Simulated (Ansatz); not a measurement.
# C6H18ClGeN3: up Jacob's ladder to CCSD(T)

How much do the methods differ for C6H18ClGeN3? The plan is to run it at one geometry with functionals of several rungs and with coupled cluster, and see how far each lands from CCSD(T) at the basis-set limit for the atomisation energy.

Program: Ansatz 0.2.0, Gaussian basis. Level of theory: functionals in def2-TZVPP, the program's frozen cores in correlated methods. These are calculated values, not measurements.

Levels to be run: LDA (SPW92), PBE-D4, revPBE-D4, BLYP-D4, r2SCAN-D4, B97M-V, PBE0-D4, B3LYP-D4, r2SCANh-D4, r2SCAN0-D4, HSE06-D4, BHLYP-D4, CAM-B3LYP-D4, LC-ωPBE, ωB97X-V, ωB97M-V, B2PLYP, PBE-QIDH; CCSD(T)/def2-SVP; CCSD(T)/def2-TZVPP; MP2/def2-QZVPP; extrapolation to the limit; RPA on PBE.

**1. The geometry**

All runs share one geometry, relaxed beforehand with PBE0-D4 in a triple-zeta def2 set.

SMILES `C[N](C)[Ge]([Cl])([N](C)C)[N](C)C`, 29 atoms, charge 0, spin multiplicity 1.

Atoms are counted from 1 here; the program's logs count them from 0.

Bond lengths: C1–N2 1.445 Å, C1–H12 1.097 Å, C1–H13 1.092 Å, C1–H14 1.102 Å, N2–C3 1.442 Å, N2–Ge4 1.827 Å, C3–H15 1.102 Å, C3–H16 1.090 Å, C3–H17 1.097 Å, Ge4–Cl5 2.170 Å, Ge4–N6 1.810 Å, Ge4–N9 1.827 Å, N6–C7 1.444 Å, N6–C8 1.444 Å, C7–H18 1.100 Å, C7–H19 1.091 Å, C7–H20 1.097 Å, C8–H21 1.091 Å and more. Angles: N2–C1–H12 110.0°, N2–C1–H13 110.6°, N2–C1–H14 112.9°, H12–C1–H13 107.7°, H12–C1–H14 107.3°, H13–C1–H14 108.1°, C1–N2–C3 113.1°, C1–N2–Ge4 117.0°, C3–N2–Ge4 121.2°, N2–C3–H15 112.9°, N2–C3–H16 110.7°, N2–C3–H17 109.8°, H15–C3–H16 108.3°, H15–C3–H17 107.3°, H16–C3–H17 107.7°, N2–Ge4–Cl5 105.5°, N2–Ge4–N6 106.1°, N2–Ge4–N9 120.1° and more.

**2. LDA**

This LDA is Slater exchange with PW92 correlation.

Contents of in.yaml:

```yaml
crystal:
  periodic: [false, false, false]
  atoms:
    - {symbol: C, position_ang: [-1.815373, 0.793807, 1.294054]}
    - {symbol: N, position_ang: [-0.399549, 0.658391, 1.551200]}
    - {symbol: C, position_ang: [-0.104813, 0.292661, 2.914765]}
    - {symbol: Ge, position_ang: [0.642003, 0.073616, 0.169407]}
    - {symbol: Cl, position_ang: [2.678727, 0.120780, 0.916762]}
    - {symbol: N, position_ang: [0.343173, 1.216756, -1.202337]}
    - {symbol: C, position_ang: [0.271503, 2.634571, -0.936685]}
    - {symbol: C, position_ang: [0.872028, 0.906251, -2.509859]}
    - {symbol: N, position_ang: [0.406926, -1.606286, -0.509121]}
    - {symbol: C, position_ang: [-0.870650, -1.888059, -1.123789]}
    - {symbol: C, position_ang: [0.992514, -2.758619, 0.130555]}
    - {symbol: H, position_ang: [-2.237530, 1.587820, 1.923075]}
    - {symbol: H, position_ang: [-1.992915, 1.066525, 0.251552]}
    - {symbol: H, position_ang: [-2.380125, -0.127671, 1.506795]}
    - {symbol: H, position_ang: [-0.564979, -0.663474, 3.211031]}
    - {symbol: H, position_ang: [0.971880, 0.215773, 3.068137]}
    - {symbol: H, position_ang: [-0.484853, 1.063283, 3.596990]}
    - {symbol: H, position_ang: [1.247829, 3.129001, -1.049203]}
    - {symbol: H, position_ang: [-0.082775, 2.814433, 0.079148]}
    - {symbol: H, position_ang: [-0.425502, 3.115553, -1.634142]}
    - {symbol: H, position_ang: [0.956346, -0.173400, -2.639986]}
    - {symbol: H, position_ang: [0.205833, 1.295795, -3.289639]}
    - {symbol: H, position_ang: [1.866665, 1.347462, -2.672244]}
    - {symbol: H, position_ang: [-1.617140, -2.267570, -0.408197]}
    - {symbol: H, position_ang: [-0.751779, -2.648848, -1.905628]}
    - {symbol: H, position_ang: [-1.278131, -0.990328, -1.593781]}
    - {symbol: H, position_ang: [1.157690, -3.550881, -0.610175]}
    - {symbol: H, position_ang: [1.958935, -2.506169, 0.567389]}
    - {symbol: H, position_ang: [0.354358, -3.179375, 0.923927]}
basis:
  gaussian: {orbitals: def2-TZVPP}
hamiltonian: {xc: lda}
output: {orbitals: {seedname: orbitals}}
```

Command:

```
$ ansatz run in.yaml --threads 11 --pin off --events-out ev --progress --plain --max-ram 174080MiB --backend cuda --devices 0, --max-vram 75GiB
```

The runs that follow: PBE-D4 (GGA); revPBE-D4 (GGA); BLYP-D4 (GGA); r2SCAN-D4 (meta-GGA); B97M-V (meta-GGA); PBE0-D4 (hybrid); B3LYP-D4 (hybrid); r2SCANh-D4 (hybrid); r2SCAN0-D4 (hybrid); HSE06-D4 (hybrid); BHLYP-D4 (hybrid); CAM-B3LYP-D4 (range-separated); LC-ωPBE (range-separated); ωB97X-V (range-separated); ωB97M-V (range-separated); B2PLYP (double hybrid); PBE-QIDH (double hybrid); CCSD(T) in def2-SVP; CCSD(T) in def2-TZVPP; MP2 in def2-QZVPP; RPA on PBE orbitals.

Q: Predict the results of all the runs planned. Wanted: atomisation energy, CCSD(T)/CBS; farthest beyond LDA; mean size of error, GGA; mean size of error, meta-GGA; mean size of error, hybrid; mean size of error, range-separated; mean size of error, double hybrid; gap, smallest and largest; T1 diagnostic.

As calculated:

| quantity | value |
| --- | --- |
| atomisation energy, CCSD(T)/CBS | 10847.1 kJ/mol |
| functionals within 108.5 kJ/mol (1.0 %) | revPBE-D4, BLYP-D4, r2SCAN-D4, B97M-V, PBE0-D4, B3LYP-D4, r2SCANh-D4, HSE06-D4, CAM-B3LYP-D4, LC-ωPBE, ωB97X-V, ωB97M-V, PBE-QIDH |
| farthest beyond LDA | BHLYP-D4 (-270.9 kJ/mol) |
| mean size of error, GGA | 87.2 kJ/mol |
| mean size of error, meta-GGA | 8.3 kJ/mol |
| mean size of error, hybrid | 101.5 kJ/mol |
| mean size of error, range-separated | 45.1 kJ/mol |
| mean size of error, double hybrid | 89.7 kJ/mol |
| gap, smallest and largest | 4.17 eV (LDA (SPW92)), 11.50 eV (LC-ωPBE) |
| T1 diagnostic | 0.0106 |
| triples share of the correlation energy | 4.0 % |

What this shows: The LDA atomisation energy is off by 1583.6 kJ/mol (15 %): it overbinds. PBE-D4 misses by +224.4 kJ/mol. Double hybrids carry the basis error of their MP2 part in triple zeta, and no dispersion term here, so their miss is partly the set-up's. The rungs meta-GGA, range-separated, GGA, double hybrid, hybrid miss on average by less than the doubt on the reference (108.5 kJ/mol), so they tie. The reference freezes the cores and leaves out relativity and excitations past (T), and its outer-core shells are covered unevenly, so misses under about 108.5 kJ/mol can't be ranked. Hartree-Fock recovers 72 % of the binding; the rest is correlation. CCSD(T) in def2-SVP is off by -538.7 kJ/mol, worse than the median functional, from the basis alone. The gap grows from 4.2 to 11.5 eV across the functionals, mostly with the share of exact exchange. Correlated methods include outer-core shells of Ge, which these sets cover unevenly.
